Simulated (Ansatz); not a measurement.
# C3H9NSi: the cost of one run

All numbers below are computed with Ansatz 0.2.0 (RKS PBE-D4/def2-SVP).

1 further run of the same task is left out (it didn't finish).

### Step 1. The system as given

Bond lengths: C1–C2 1.481 Å, C2–Si3 1.853 Å, C2–C4 1.345 Å, C4–N5 1.403 Å, C1–H6 1.173 Å, C1–H7 1.074 Å, C1–H8 1.092 Å, Si3–H9 1.477 Å, Si3–H10 1.533 Å, Si3–H11 1.465 Å, C4–H12 1.049 Å, N5–H13 1.033 Å, N5–H14 1.063 Å. Angles (14 of 21 angles, heavy atoms first): C1–C2–Si3 112.0°, C1–C2–C4 129.0°, Si3–C2–C4 118.8°, C2–C4–N5 125.7°, C2–C1–H6 110.3°, C2–C1–H7 112.6°, C2–C1–H8 113.2°, C2–Si3–H9 110.5°, C2–Si3–H10 109.4°, C2–Si3–H11 111.5°, C2–C4–H12 123.1°, N5–C4–H12 110.7°, C4–N5–H13 117.9°, C4–N5–H14 115.8°.

Structure file:

```xyz
14

C    -0.5516    0.3262    1.3401
C     0.0907   -0.0801    0.0688
Si    1.2187   -1.5328    0.2946
C     0.0221    0.5060   -1.1400
N    -0.8448    1.5505   -1.4954
H    -1.2097    1.2830    1.1768
H    -1.2404   -0.4108    1.7080
H     0.1649    0.6328    2.1052
H     0.4967   -2.6543    0.9301
H     2.3461   -1.1553    1.2631
H     1.8197   -1.9477   -0.9750
H     0.5237    0.1367   -1.9843
H    -1.2221    1.5598   -2.4571
H    -1.6267    1.7567   -0.8060
```

### Step 2. End point A

The input, input.yaml:

```yaml
crystal:
  periodic: [false, false, false]
  atoms:
    - { symbol: C, position_ang: [-0.5516, 0.3262, 1.3401] }
    - { symbol: C, position_ang: [0.0907, -0.0801, 0.0688] }
    - { symbol: Si, position_ang: [1.2187, -1.5328, 0.2946] }
    - { symbol: C, position_ang: [0.0221, 0.506, -1.14] }
    - { symbol: "N", position_ang: [-0.8448, 1.5505, -1.4954] }
    - { symbol: H, position_ang: [-1.2097, 1.283, 1.1768] }
    - { symbol: H, position_ang: [-1.2404, -0.4108, 1.708] }
    - { symbol: H, position_ang: [0.1649, 0.6328, 2.1052] }
    - { symbol: H, position_ang: [0.4967, -2.6543, 0.9301] }
    - { symbol: H, position_ang: [2.3461, -1.1553, 1.2631] }
    - { symbol: H, position_ang: [1.8197, -1.9477, -0.975] }
    - { symbol: H, position_ang: [0.5237, 0.1367, -1.9843] }
    - { symbol: H, position_ang: [-1.2221, 1.5598, -2.4571] }
    - { symbol: H, position_ang: [-1.6267, 1.7567, -0.806] }
basis:
  gaussian: { orbitals: def2-SVP }
hamiltonian:
  xc: pbe
  dispersion: d4
relax:
  f_tol: 0.02
  max_steps: 50
```

Launch:

```console
ansatz run input.yaml --threads 2 --pin off --max-ram 3072MiB --backend cpu --events-out ev --progress --plain --runs-dir out
```

What time and memory should one allow on 2 threads of Intel Xeon 6975P-C (Granite Rapids), shared host?

About 19 s, with a peak of 0.17 GiB.
